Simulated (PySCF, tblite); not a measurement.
**C7H9BCl2: geometry, infrared bands and NMR shifts**

Aim: predict the infrared bands and NMR shifts of C7H9BCl2 (`ClB(Cl)C1=C[C@@H]2CC[C@H]1C2`).

Computed with tblite 0.8.0 and PySCF 2.14.0, with density-fitted response routines of our own, on a single molecule in the gas phase. Atoms are numbered from 0 throughout.

## Step 1: The molecule as given

19 atoms, charge 0, multiplicity 1; geometry from: force field or distance geometry start.

Bonds of the start (Å): Cl0–B1 1.83, B1–Cl2 1.88, B1–C3 1.56, C3–C4 1.34, C4–C5 1.49, C5–C6 1.51, C6–C7 1.54, C7–C8 1.50, C8–C9 1.54, C8–C3 1.50, C9–C5 1.53, C4–H10 1.09, C5–H11 1.08, C6–H12 1.13, C6–H13 1.08, C7–H14 1.12, C7–H15 1.11, C8–H16 1.07, C9–H17 1.08, C9–H18 1.10.

## Step 2: Geometry optimisation with GFN2-xTB

What the job is given:

```
{"job": {"kind": "relax", "xc": "GFN2-xTB", "basis": "xTB"}, "charge": 0, "multiplicity": 1}
Cl     3.542200     1.666900    -0.487600
B      2.733900     0.054400    -0.166400
Cl     3.651300    -1.102300     0.991300
C      1.182600    -0.064400    -0.206400
C      0.392400    -0.228300    -1.275100
C     -0.980300    -0.622000    -0.865100
C     -1.729300     0.589100    -0.376000
C     -0.710700     1.102500     0.660800
C      0.214300    -0.049800     0.940200
C     -0.659200    -1.236700     0.498900
H      0.710400    -0.085000    -2.312000
H     -1.508400    -1.280400    -1.541000
H     -2.598400     0.183700     0.220100
H     -1.985800     1.315100    -1.137400
H     -0.112000     1.873400     0.107400
H     -1.220000     1.524100     1.553600
H      0.626400    -0.114500     1.921000
H     -1.519500    -1.382100     1.136500
H     -0.039500    -2.134500     0.329500
```

On the command line:

```sh
OMP_NUM_THREADS=1 python probes_run.py task.json out
```

This one command runs all jobs of the session in turn.

**Question.** This job is followed by: GFN2-xTB harmonic vibrations, gas phase; GIAO PBE0/pcSseg-1 NMR shielding, non-relativistic, gas phase. What will the session give for the following? strongest single infrared mode (GFN2-xTB); zero-point energy (GFN2-xTB); ¹³C shifts against TMS (PBE0/pcSseg-1); ¹H shifts against TMS (PBE0/pcSseg-1); ³⁵Cl shifts against HCl (PBE0/pcSseg-1, means over atoms taken as alike); ¹¹B shifts against BF3·OEt2 (PBE0/pcSseg-1); surface potential, 1st and 99th percentile.

As calculated:

| quantity | value |
| --- | --- |
| strongest single infrared mode (GFN2-xTB) | 1589 cm⁻¹, 187 km/mol |
| zero-point energy (GFN2-xTB) | 92.2 kcal/mol |
| ¹³C shifts against TMS (PBE0/pcSseg-1) | 172.9, 158.1, 51.5, 48.6, 47.6, 26.7, 26.2 ppm |
| ¹H shifts against TMS (PBE0/pcSseg-1) | 7.69, 3.29, 2.98, 1.89, 1.81, 1.45, 1.12, 1.02, 0.99 ppm |
| ³⁵Cl shifts against HCl (PBE0/pcSseg-1, means over atoms taken as alike) | 227 ppm |
| ¹¹B shifts against BF3·OEt2 (PBE0/pcSseg-1) | 50.1 ppm |
| surface potential, 1st and 99th percentile | -0.62 V and 0.86 V |

Relaxing lowered the energy by 1.225 eV in 100 steps; the close pair that moved most is B1–Cl2, from 1.876 to 1.726 Å. All 51 modes are real, so the xTB geometry is a minimum. The strongest single mode, at 1589 cm⁻¹, moves mainly C3 and C4. Unscaled tight-binding wavenumbers are off by several per cent, some by more. Its intensities can rank the bands wrongly. The most deshielded hydrogen is H10 (hydrogen on an alkene CH), at 7.69 ppm: attached to an sp2 carbon and in the plane of the double bond. At PBE0/pcSseg-1: The widest tensor belongs to Cl0, Cl2: span 469 ppm, with a paramagnetic part of -423 ppm. By nearest atom (PBE0/pcSseg-1), the HOMO sits on C3, C4 about 30 % each and the LUMO on B1 36 %; C4 24 %.
